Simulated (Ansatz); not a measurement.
Geometry optimisation, Ansatz 0.2.0, DFT PBE-D3(BJ), scalar-relativistic, plane waves, PAW.

Input file:

```yaml
crystal:
  lattice:
    - [-4.805027, -2.774184, 4.372084]
    - [4.805027, -2.774184, 4.372084]
    - [0.0, 5.548368, 4.372084]
  atoms:
    - { symbol: Al, position: [0.1490977, 0.1414243, 0.1456389] }
    - { symbol: Al, position: [0.3485624, 0.3489299, 0.3514061] }
    - { symbol: Al, position: [0.6508985, 0.6544484, 0.6497368] }
    - { symbol: Al, position: [0.8440808, 0.8594645, 0.8585217] }
    - { symbol: O, position: [0.4038239, 0.5953108, 0.7447039] }
    - { symbol: O, position: [0.401842, 0.2553463, 0.5959136] }
    - { symbol: O, position: [0.5970306, 0.7468989, 0.4061483] }
    - { symbol: O, position: [0.7493248, 0.400542, 0.6015752] }
    - { symbol: O, position: [0.2517917, 0.5993041, 0.4060974] }
    - { symbol: O, position: [0.5961397, 0.3963458, 0.252337] }
    - { symbol: Al, position: [0.6488895, 0.6479526, 0.1430066] }
    - { symbol: Al, position: [0.8498413, 0.847212, 0.3532805] }
    - { symbol: Al, position: [0.1484157, 0.1493906, 0.6421929] }
    - { symbol: Al, position: [0.3569852, 0.3493732, 0.8591681] }
    - { symbol: O, position: [0.9018104, 0.0945952, 0.7412511] }
    - { symbol: "N", position: [0.9010996, 0.745604, 0.5957199] }
    - { symbol: O, position: [0.1001295, 0.2479541, 0.4012325] }
    - { symbol: O, position: [0.24755, 0.9036278, 0.591077] }
    - { symbol: O, position: [0.7465878, 0.094995, 0.4070725] }
    - { symbol: O, position: [0.1006158, 0.9035147, 0.2495295] }
    - { symbol: Al, position: [0.6456075, 0.1556596, 0.642967] }
    - { symbol: Al, position: [0.852982, 0.3519107, 0.8491868] }
    - { symbol: Al, position: [0.1427346, 0.6388312, 0.1591112] }
    - { symbol: Al, position: [0.3505486, 0.8507085, 0.3441501] }
    - { symbol: O, position: [0.9020806, 0.6022402, 0.2487943] }
    - { symbol: O, position: [0.9025173, 0.2532418, 0.0874519] }
    - { symbol: O, position: [0.0976412, 0.7559228, 0.9035217] }
    - { symbol: O, position: [0.2502735, 0.4056591, 0.0956007] }
    - { symbol: O, position: [0.7502693, 0.5927674, 0.9018932] }
    - { symbol: O, position: [0.0922479, 0.3913746, 0.7476001] }
    - { symbol: Al, position: [0.1440621, 0.6455475, 0.6467995] }
    - { symbol: Al, position: [0.3531048, 0.8489444, 0.8474436] }
    - { symbol: Al, position: [0.6449102, 0.1465438, 0.1455218] }
    - { symbol: Al, position: [0.8572708, 0.3512411, 0.3527993] }
    - { symbol: O, position: [0.402167, 0.0942398, 0.2538346] }
    - { symbol: O, position: [0.4047265, 0.7515722, 0.0993134] }
    - { symbol: O, position: [0.6018446, 0.2496601, 0.8988222] }
    - { symbol: O, position: [0.7603698, 0.9035165, 0.0922703] }
    - { symbol: O, position: [0.2503698, 0.096465, 0.9008144] }
total_charge: 1
basis:
  ecutwfc: 420.0
kpoints:
  mp_grid: { grid: [2, 2, 2] }
hamiltonian:
  xc: pbe
  dispersion: d3bj
  pseudopotentials: { kind: paw, azcp: { folder: soft_1 } }
scf:
  occupations: { method: gaussian, width: 0.05 }
  lower_state_search: "off"
relax:
  f_tol: 0.03
  max_steps: 60
  adjacent_minimum: "off"
```

Launched with:

```bash
$ ansatz run input.yaml --threads 2 --pin off --max-ram 5120MiB --backend cpu --events-out ev --progress --plain --runs-dir out
```

Question: Where does it end, and by what steps?

Answer: It converged. Limits of this set-up: charged cell in a uniform background, uncorrected. After 6 steps the energy has fallen by 3.097 eV; Al32 moved furthest, 0.25 Å. Parted: Al3–Al32 (2.77 → 3.10 Å).

| step | energy less start (eV) | largest force component (eV/Å) | accepted |
| --- | --- | --- | --- |
| 0 | 0.0000 | 4.114 | yes |
| 1 | -2.0528 | 2.337 | yes |
| 2 | -2.7066 | 1.212 | yes |
| 3 | -3.0627 | 0.461 | yes |
| 4 | -3.0926 | 0.191 | yes |
| 5 | -3.0970 | 0.046 | yes |
| 6 | -3.0973 | 0.016 | yes |

```xyz
39
Lattice="-4.8050 -2.7742 4.3721 4.8050 -2.7742 4.3721 0.0000 5.5484 4.3721" Properties=species:S:1:pos:R:3
Al -0.036 -0.004 1.941
Al -0.027 -0.009 4.604
Al -0.124 -0.056 8.417
Al -0.110 -0.010 11.256
O 0.921 1.327 7.737
O -0.773 1.481 5.488
O 0.769 -1.500 7.615
O -1.736 0.037 7.661
O 1.666 -0.097 5.447
O -0.936 -1.404 5.442
Al 0.018 -2.772 6.296
Al 0.024 -2.742 9.017
Al -0.006 2.763 4.127
Al 0.010 2.748 6.825
O -3.847 1.403 7.672
N -0.548 -1.189 9.856
O 0.716 1.268 3.279
O 3.107 0.132 7.700
O -3.107 -0.137 5.442
O 3.873 -1.379 5.456
Al -2.341 1.201 6.435
Al -2.422 1.394 9.060
Al 2.382 -1.306 4.133
Al 2.411 -1.380 6.799
O -1.452 -2.773 7.642
O -3.162 -2.667 5.467
O 3.070 2.751 7.627
O 0.716 -1.277 3.270
O -0.718 1.318 9.812
O 1.438 2.759 5.483
Al 2.492 1.386 6.182
Al 2.481 1.566 8.838
Al -2.398 -1.397 4.091
Al -2.429 -1.469 6.776
O -1.478 -0.001 3.266
O 1.678 -2.664 5.450
O -1.706 2.635 7.578
O 0.771 -4.100 7.572
O -0.779 4.049 5.435
```

The run took 47 s on 2 threads of Intel(R) Xeon(R) Platinum 8488C (Sapphire Rapids), with other jobs on the host, peak memory 0.95 GiB.
